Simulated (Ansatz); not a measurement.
I need cell relaxations under several functionals of Te3Au, space group P4/mmm. Use Ansatz's Python interface. Use (first run): PBEsol, PAW, cutoff 510 eV, 8×8×2 k-points, Methfessel-Paxton smearing of 0.1 eV.

```
Te Au
1.0
     3.10260    0.00000    0.00000
     0.00000    3.10260    0.00000
     0.00000    0.00000   12.93947
Te Au
3 1
Direct
  0.00000 0.00000 0.20249
  0.00000 0.00000 0.50000
  0.00000 0.00000 0.79751
  0.00000 0.00000 0.00000
```

Script `lattice_te3au.py`:
```python
"""How the lattice of Te3Au depends on the functional."""

import ansatz
import numpy as np

def edges_and_angles(cell):
    cell = np.asarray(cell)
    a, b, c = np.linalg.norm(cell, axis=1)
    cosines = cell[1] @ cell[2] / (b * c), cell[0] @ cell[2] / (a * c), cell[0] @ cell[1] / (a * b)
    return (a, b, c, *np.degrees(np.arccos(cosines)))

vectors = np.array([
    [3.102601, 0.0, 0.0],
    [0.0, 3.102601, 0.0],
    [0.0, 0.0, 12.93947],
])
crystal = (
    ansatz.Lattice.of(vectors)
    .atom("Te", (0.0, 0.0, 0.202495))
    .atom("Te", (0.0, 0.0, 0.5))
    .atom("Te", (0.0, 0.0, 0.797505))
    .atom("Au", (0.0, 0.0, 0.0))
)

base = (
    crystal.calculation()
    .occupations(ansatz.OccupationsMethod.METHFESSEL_PAXTON)  # fractional filling near the Fermi level
    .basis(510)  # a bare number is in eV
    .kpoints(8, 8, 2)
    .relax(cell=True)
)

levels = [("pbesol", "none"), ("blyp", "d3bj"), ("lda", "none")]
print("level            a       b       c    alpha   beta  gamma  V/atom  steps")
for name, dispersion in levels:
    seen = []
    run = base.functional(name, dispersion=dispersion).session().plan()
    res = run.execute(on_event=lambda e: seen.append(e) if e["event"] == "relax_step" else None)
    cell = res.lattice.cell_ang
    label = name if dispersion == "none" else f"{name}+{dispersion}"
    print("{:13s} {:7.4f} {:7.4f} {:7.4f} {:6.2f} {:6.2f} {:6.2f}".format(label, *edges_and_angles(cell)), f"{abs(np.linalg.det(cell)) / len(res.lattice.sites):7.3f} {len(seen):5d}")
```

```console
$ python lattice_te3au.py
level            a       b       c    alpha   beta  gamma  V/atom  steps
pbesol         3.0859  3.0859 12.4042  90.00  90.00  90.00  29.530     7
blyp+d3bj      3.1053  3.1053 12.3625  90.00  90.00  90.00  29.803     5
lda            3.0624  3.0624 12.2864  90.00  90.00  90.00  28.807     9
```

From smallest to largest: LDA (28.81 Å³ an atom, -7.5 % against the start), PBEsol (29.53 Å³ an atom, -5.2 % against the start) and BLYP+D3BJ (29.80 Å³ an atom, -4.3 % against the start). The spread is 3.5 % in volume.

Reading the output:
- BLYP and dispersion corrections can be off by several per cent in the lattices of metals, and by several GPa in the pressure at a fixed cell.
- The mesh is modest for a metal, so energies can be off by several to tens of meV an atom and pressures by half a GPa or more; differences at equal mesh fare better.
- Spin-orbit coupling, which matters for elements this heavy, is left out.
- The structure comes from a database of computed cells and needn't be a stable or known phase.
- The whole script took 3.2 min on 1 thread of Arm Neoverse V1, with other jobs on the host, peak memory 0.59 GiB.
